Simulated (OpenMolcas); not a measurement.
# Mo³⁺ in K2NaGaF6: CASSCF and CASPT2 levels and susceptibility

Aim: the ligand-field states of Mo³⁺ in this surrounding, its lowest levels with spin-orbit coupling and its magnetic susceptibility.

The numbers are computed with OpenMolcas 26.06 (state-averaged CASSCF and CASPT2, spin-orbit coupling by RASSI with atomic mean-field integrals), except any that are marked as measured or tabulated.

## 1. What is computed

```
Species                           : Mo³⁺ (molybdenum, Z = 42, 39 electrons)
Basis                             : ANO-RCC-VTZP [7s6p4d2f1g], 176 functions with the ligands
Scalar Hamiltonian                : DKH2, point nucleus
Inactive shells                   : 1s 2s 2p 3s 3p 3d 4s 4p of the metal, and all ligand shells
Active space                      : 3 electrons in 5 orbitals (4d)
Some configurations of this space : 4d3
Orbitals                          : optimised for each spin and parity, averaged over all roots
```

The outer shells:

4d3
```
4d [↑ ][↑ ][↑ ][  ][  ]
```

Mo³⁺ is taken with its 6 nearest fluoride ions at 1.938 Å, on the cation site of K2NaGaF6 (a = 8.246 Å). The rest of the host is ab initio model potentials to 7.6 Å, with orthogonalisation functions on the cations behind the ligands, and point charges beyond; the distance is set by hand, nothing relaxes, and no local charge compensation is placed. Ligand basis ANO-RCC-VDZP.

```xyz
15

Mo    0.0000    0.0000    0.0000
F     1.9380    0.0000    0.0000
F     0.0000    1.9380    0.0000
F    -1.9380    0.0000    0.0000
F     0.0000   -1.9380    0.0000
F     0.0000    0.0000    1.9380
F     0.0000    0.0000   -1.9380
K     2.0615   -2.0615   -2.0615
K    -2.0615    2.0615    2.0615
K     2.0615   -2.0615    2.0615
K    -2.0615    2.0615   -2.0615
K     2.0615    2.0615   -2.0615
K    -2.0615   -2.0615    2.0615
K     2.0615    2.0615    2.0615
K    -2.0615   -2.0615   -2.0615
```

Each step is its own input file, run in one work folder so that later steps find the files of earlier ones. Labels, J, g values, rates, χT and fits are worked out afterwards by a script from the matrices that RASSI stores.

## 2. Basis and integrals

a.inp reads:

```
&GATEWAY
Basis set
Mo.ANO-RCC-VTZP.
Mo1 0.0 0.0 0.0 Angstrom
End of basis
Basis set
F.ANO-RCC-VDZP.
L1 1.938000 0.000000 0.000000 Angstrom
L2 0.000000 1.938000 0.000000 Angstrom
L3 0.000000 0.000000 1.938000 Angstrom
End of basis
Basis set
Na.EMB-AIMP.Barandiaran.6s3p.1s1p.ECP.K2NaGaF6.
PseudoCharge
* 3 symmetry-unique lattice sites within 7.6 angstrom
End of basis
Basis set
K.EMB-AIMP.Barandiaran.0s.0s.ECP.K2NaGaF6.
PseudoCharge
* 16 symmetry-unique lattice sites within 7.6 angstrom
End of basis
Basis set
Na.EMB-AIMP.Barandiaran.0s.0s.ECP.K2NaGaF6.
PseudoCharge
* 4 symmetry-unique lattice sites within 7.6 angstrom
End of basis
Basis set
F.EMB-AIMP.Barandiaran.0s.0s.ECP.K2NaGaF6.
PseudoCharge
* 39 symmetry-unique lattice sites within 7.6 angstrom
End of basis
Basis set
Ga.EMB-AIMP.Barandiaran.0s.0s.ECP.K2NaGaF6.
PseudoCharge
* 6 symmetry-unique lattice sites within 7.6 angstrom
End of basis
Symmetry
XYZ
AngMom=0.0 0.0 0.0
AMFI
RICD
XField
1521 Angstrom 0
* Evjen-weighted lattice charges
&SEWARD
```

Command:

```sh
OMP_NUM_THREADS=1 MOLCAS_MEM=2457 MOLCAS_PROJECT=a pymolcas a.inp > a.log
```

## 3. Reference wave functions, quartets, 10 roots

a.inp reads:

```
&RASSCF
FileOrb=start.orb
Symmetry=1
Spin=4
nActEl=3 0 0
Inactive=24 24
Ras2=5 0
CIRoot=10 10 1
SDav=10
CIMx=300
Iter=150 100
PrWF=0.3
OrbListing=Nothing
MaxOrb=0
LevShft=1.0
>>> COPY $Project.JobIph JOB001
```

start.orb holds start orbitals that the driver prepared beforehand, or those of the step before.

## 4. CASSCF: doublets, 40 roots

a.inp reads:

```
&RASSCF
FileOrb=start.orb
Symmetry=1
Spin=2
nActEl=3 0 0
Inactive=24 24
Ras2=5 0
CIRoot=40 40 1
SDav=40
CIMx=300
Iter=150 100
PrWF=0.3
OrbListing=Nothing
MaxOrb=0
LevShft=1.0
>>> COPY $Project.JobIph JOB002
```

## 5. RASSI: spin-orbit coupling between the states

a.inp reads:

```
&RASSI
NrOfJobIphs=2 10 40
1 2 3 4 5 6 7 8 9 10
1 2 3 4 5 6 7 8 9 10 11 12 13 14 15 16 17 18 19 20 21 22 23 24 25 26 27
28 29 30 31 32 33 34 35 36 37 38 39 40
IphNames
JOB001
JOB002
EJob
SpinOrbit
DIPRint=1.0
SOCoupling=1000.0
Subsets=2
Property=9
'ANGMOM' 1 'ANGMOM' 2 'ANGMOM' 3 'MLTPL  1' 1 'MLTPL  1' 2 'MLTPL  1' 3
'AMFI' 1 'AMFI' 2 'AMFI' 3
SOProperty=3
'ANGMOM' 1 'ANGMOM' 2 'ANGMOM' 3
```

## 6. CASPT2: IPEA 0.25, imaginary shift 0.1 (closed shells correlated: 4s 4p of the metal, with ligand shells; the Frozen line counts the rest)

a.inp reads:

```
>>> COPY JOB001 $Project.JobIph
&CASPT2
Multistate=10 1 2 3 4 5 6 7 8 9 10
NoMult
Frozen=11 9
IPEA=0.25
Imaginary=0.1
MaxIter=60
WThr=0.0 0.3 0.05
PrWF=0.5
NoMix
>>> COPY JOB002 $Project.JobIph
&CASPT2
Multistate=40 1 2 3 4 5 6 7 8 9 10 11 12 13 14 15 16 17 18 19 20 21 22
23 24 25 26 27 28 29 30 31 32 33 34 35 36 37 38 39 40
NoMult
Frozen=11 9
IPEA=0.25
Imaginary=0.1
MaxIter=60
WThr=0.0 0.3 0.05
PrWF=0.5
NoMix
```

(Steps that only read results are left out.)

**Question.** What will these runs give? Wanted: spin-free ground state; first state of the same spin within the active space; lowest level; next level.

**Answer**, as computed:

| quantity | value |
| --- | --- |
| method | SS-CASPT2, IPEA 0.25, imaginary shift 0.1 (closed shells correlated: 4s 4p of the metal, with ligand shells; the Frozen line counts the rest) |
| spin-free ground state | 4A2, 1-fold in its orbital part |
| first state of the same spin within the active space | 4T2 at 33700 cm⁻¹ |
| lowest level | 4-fold Γ8 |
| next level | 10706.2 cm⁻¹ |
| χT at 300 K | 1.80 cm³ K/mol |
| effective moment at 300 K | 3.79 μB |

Cost by method:

```tsv
method	time of its own steps	time with the reference
A. CASSCF	38 s	38 s
B. SS-CASPT2, IPEA 0.25, imaginary shift 0.1, +4s 4p	4.6 min	5.3 min
```

Times are of one thread on a shared host.

What this shows: The spin-free ground state (4A2) is 1-fold and keeps the highest spin of the shell. χT at 300 K is 1.80, against 1.88 cm³ K/mol for the spin alone; near agreement at one temperature doesn't show that the orbital moment is quenched. A ligand-field fit to the states below 45000 cm-1 gives 10Dq = 33410 cm-1, B = 565 cm-1 and C = 2059 cm-1 (C/B = 3.65), with a deviation of 250 cm-1. CASPT2 does not keep the components of a term degenerate, and the means are used.
